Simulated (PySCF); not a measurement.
# C4H6F2O2: magnetic properties

What do calculations give for the magnetic properties of C4H6F2O2 (`F[C@@H]1OCC[C@@H](F)O1`)?

Programs: PySCF 2.14.0, with routines of our own; each step states its level. All values are computed. Atoms count from 0.

## 1. The system as given

14 atoms, charge 0, multiplicity 1; geometry from: GFN2-xTB.

## 2. Magnetic properties: GIAO KT3/pcSseg-1

The job: settings as JSON, then the geometry in Å.

```
{"job": {"kind": "mag", "xc": "KT3", "basis": "pcSseg-1", "isotopologues": 2}, "charge": 0, "multiplicity": 1}
F      2.116584    -0.140792     0.657647
C      1.478239     0.158693    -0.544307
O      0.770239     1.305057    -0.391198
C     -0.333684     1.166264     0.504042
C     -1.225692     0.010529     0.057115
C     -0.336551    -1.219899    -0.098867
F     -1.018481    -2.222811    -0.707231
O      0.766539    -0.939749    -0.934933
H      2.266329     0.328901    -1.287581
H     -0.856495     2.121560     0.466699
H      0.042567     0.994281     1.520142
H     -2.015303    -0.181828     0.781076
H     -1.667789     0.231730    -0.916211
H      0.012821    -1.612411     0.871441
```

Method: GIAO KT3/pcSseg-1 magnetisability, rotational g tensor and spin-rotation constants, non-relativistic, gas phase.

On the command line:

```sh
OMP_NUM_THREADS=1 python excited_run.py task.json out
```

One launch serves the whole session: the jobs run in the order shown.

Log:

```text
coarse grid: 12408 points
cycle   1  E = -512.5521048744  dE =  1.264e+00  |g| = 1.205e+00  |ddm| = 3.285e+00
cycle   2  E = -512.0923552975  dE =  4.597e-01  |g| = 2.047e+00  |ddm| = 2.201e+00
cycle   3  E = -512.7812133763  dE = -6.889e-01  |g| = 1.575e-01  |ddm| = 1.537e+00
cycle   4  E = -512.7853550014  dE = -4.142e-03  |g| = 8.509e-02  |ddm| = 1.827e-01
cycle   5  E = -512.7867341822  dE = -1.379e-03  |g| = 2.006e-02  |ddm| = 6.993e-02
cycle   6  E = -512.7867954651  dE = -6.128e-05  |g| = 8.303e-03  |ddm| = 1.917e-02
cycle   7  E = -512.7868078561  dE = -1.239e-05  |g| = 1.667e-03  |ddm| = 6.389e-03
cycle   8  E = -512.7868082979  dE = -4.418e-07  |g| = 6.989e-04  |ddm| = 1.761e-03
final grid: 122688 points
cycle   9  E = -512.9391624987  dE = -2.223e-04  |g| = 4.018e-02  |ddm| = 6.570e-02
cycle  10  E = -512.9384449775  dE =  7.175e-04  |g| = 7.741e-02  |ddm| = 7.379e-02
cycle  11  E = -512.9394011762  dE = -9.562e-04  |g| = 3.235e-03  |ddm| = 5.274e-02
cycle  12  E = -512.9394030029  dE = -1.827e-06  |g| = 1.201e-03  |ddm| = 3.270e-03
cycle  13  E = -512.9394032197  dE = -2.167e-07  |g| = 2.339e-04  |ddm| = 9.899e-04
cycle  14  E = -512.9394032302  dE = -1.054e-08  |g| = 5.764e-05  |ddm| = 2.260e-04
cycle  15  E = -512.9394032309  dE = -6.680e-10  |g| = 1.588e-05  |ddm| = 5.167e-05
converged SCF energy = -512.9394032309

Magnetisability tensor (1e-30 J/T^2)
    -1007.57      -28.02       34.25
      -28.02     -997.68      -20.22
       34.25      -20.22     -977.91
isotropic -994.39   principal values   -1036.04  -1009.54   -937.59
isotropic susceptibility -59.884 1e-6 cm^3/mol

Inertial axes            a          b          c
rot. const./GHz      3.3273     1.9025     1.4470
chi total           -61.737    -59.521    -58.392
chi diamagnetic    -443.507   -661.015   -856.181
chi paramagnetic    381.770    601.493    797.789
quadrupole/D A       -6.908      4.565      2.343
g nuclear            0.5733     0.5162     0.5262
g electronic        -0.5968    -0.5376    -0.5423
g total             -0.0235    -0.0214    -0.0162

Spin-rotation constants (kHz, H = +C I.J)
atom  isotope        aa         bb         cc
  0    19F        3.714      2.506      1.462
  6    19F        2.720      1.756      1.419
  8     1H       -0.174     -0.083     -0.021
  9     1H       -0.315      0.077     -0.142
 10     1H       -0.284     -0.174      0.055
 11     1H       -0.253     -0.119     -0.083
 12     1H       -0.328     -0.179      0.012
 13     1H       -0.314     -0.137      0.085
  1    13C*       0.993      0.553      0.418
  2    17O*      -0.489     -0.294     -0.166
  3    13C*       0.695      0.403      0.303
  4    13C*       0.601      0.331      0.232
  5    13C*       0.854      0.543      0.425
  7    17O*      -0.533     -0.404     -0.238
* in the singly substituted isotopologue

Isotopologues: g along a, b, c
2H    at 8,9,10,11,12,1    -0.0208    -0.0202    -0.0152
13C   at 1                 -0.0234    -0.0213    -0.0161
```

Wall time 32 s (1 thread of Arm Neoverse V1, shared host); peak memory 0.58 GiB.

In short:

```
              quantity                      value
       magnetisability            -994·10⁻³⁰ J/T²
  molar susceptibility         -59.9·10⁻⁶ cm³/mol
rotational g (a, b, c)  -0.0235, -0.0214, -0.0162
```

## 3. Results

| quantity | value |
| --- | --- |
| magnetisability (step 2, GIAO KT3/pcSseg-1) | -994·10⁻³⁰ J/T² |
| molar susceptibility (step 2, GIAO KT3/pcSseg-1) | -59.9·10⁻⁶ cm³/mol |
| rotational g (a, b, c) (step 2, GIAO KT3/pcSseg-1) | -0.0235, -0.0214, -0.0162 |

**Reading.** The values above hold for this geometry and these levels alone. Vibrational averaging and real surroundings are missing from these values.
